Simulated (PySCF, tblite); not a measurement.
# C₃H₃F₂N₂S₂ radical: geometry, infrared bands and EPR parameters

What infrared bands and EPR parameters should C₃H₃F₂N₂S₂ radical (`FC(F)SC1=NSN[CH]1`) show?

The runs use tblite 0.8.0 and PySCF 2.14.0, with density-fitted response routines of our own; the level of theory stands in each step. All values are computed, except where a source is named. Atoms are numbered from 0 throughout.

## Step 1: The starting structure

12 atoms, charge 0, multiplicity 2; geometry from: force field or distance geometry start.

Bonds of the start (Å): F0–C1 1.34, C1–F2 1.37, C1–S3 1.79, S3–C4 1.73, C4–N5 1.29, N5–S6 1.71, S6–N7 1.67, N7–C8 1.47, C8–C4 1.48, C1–H9 1.10, N7–H10 1.01, C8–H11 1.08.

## Step 2: Relaxing the molecule with GFN2-xTB

The job: settings as JSON, then the geometry in Å.

```
{"job": {"kind": "relax", "xc": "GFN2-xTB", "basis": "xTB"}, "charge": 0, "multiplicity": 2}
F     -3.537600     0.618900     0.142900
C     -2.281200     0.244400     0.436300
F     -1.821800     1.122100     1.377900
S     -1.261900     0.341400    -1.037200
C      0.198600    -0.257500    -0.328500
N      0.261100    -1.134700     0.617000
S      1.912300    -1.398200     0.963600
N      2.589800    -0.389100    -0.180800
C      1.472700     0.265300    -0.867100
H     -2.322200    -0.761700     0.889200
H      3.242000     0.261200     0.226800
H      1.549400     1.087100    -1.560000
```

Launch:

```bash
> OMP_NUM_THREADS=1 python probes_run.py task.json out
```

The driver reads the jobs from task.json and runs them one after another.

**Question.** This job is followed by: GFN2-xTB harmonic vibrations, gas phase; UKS B3LYP, pcH-1 on C F H N S, non-relativistic, mean-field spin-orbit, GIAO. Predict these results of the whole session: strongest single infrared mode (GFN2-xTB); zero-point energy (GFN2-xTB); g(iso) (B3LYP); ⟨S²⟩; largest a(iso) (averaged by class); potential on the surface of density 0.002 e/bohr³, 1st and 99th percentile.

The runs gave:

| quantity | value |
| --- | --- |
| strongest single infrared mode (GFN2-xTB) | 1054 cm⁻¹, 237 km/mol |
| zero-point energy (GFN2-xTB) | 40.1 kcal/mol |
| g(iso) (B3LYP) | 2.00356 |
| ⟨S²⟩ | 0.763 (exact 0.75) |
| largest a(iso) (averaged by class) | 13C on C4, -28.4 MHz |
| potential on the surface of density 0.002 e/bohr³, 1st and 99th percentile | -0.86 V and 2.60 V |

**Reading.** Over 88 steps the energy fell by 0.614 eV; of the close pairs, C4–C8 changed most, 1.479 to 1.371 Å. All 30 modes are real, so the xTB geometry is a minimum. GFN2-xTB is a fitted tight-binding method: band positions and strengths are rough. Its intensities can rank the bands wrongly. The largest spin populations lie on C8 (0.34 e), N5 (0.34 e). The isotropic g lies 1.2 ppt above the free-electron value.
